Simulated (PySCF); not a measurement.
# C5H6BrN: the cost of one run

Computed with PySCF 2.14.0 and routines of our own; the level stands in each step. Atoms count from 0.

## 1. The system as given

13 atoms, charge 0, multiplicity 1; geometry from: GFN2-xTB.

## 2. Magnetic properties: GIAO CAM-B3LYP/pcSseg-1

What the job is given:

```
{"job": {"kind": "mag", "xc": "CAM-B3LYP", "basis": "pcSseg-1", "isotopologues": 2}, "charge": 0, "multiplicity": 1}
C     -1.212553    -0.894970     0.047366
C     -0.299169     0.291497     0.024001
C     -0.646204     1.428673     0.609033
Br     0.417698     3.000254     0.645373
C      1.011183     0.086538    -0.691174
C      1.799230    -0.911501    -0.007784
N      2.405109    -1.705434     0.546775
H     -1.530732    -1.142054    -0.965514
H     -0.686062    -1.759215     0.451398
H     -2.094622    -0.703467     0.652047
H     -1.588211     1.559258     1.116432
H      1.589244     1.013308    -0.732340
H      0.830703    -0.262400    -1.713340
```

Method: GIAO CAM-B3LYP/pcSseg-1 magnetisability, rotational g tensor and spin-rotation constants, non-relativistic, gas phase.

The run is started by

```
$ OMP_NUM_THREADS=1 python excited_run.py task.json out
```

This one command runs all jobs of the session in turn.

Q: Estimate the wall time and peak memory of this first job on 1 thread of Arm Neoverse V1, shared host.

About 47 s, with a peak of 0.93 GiB.
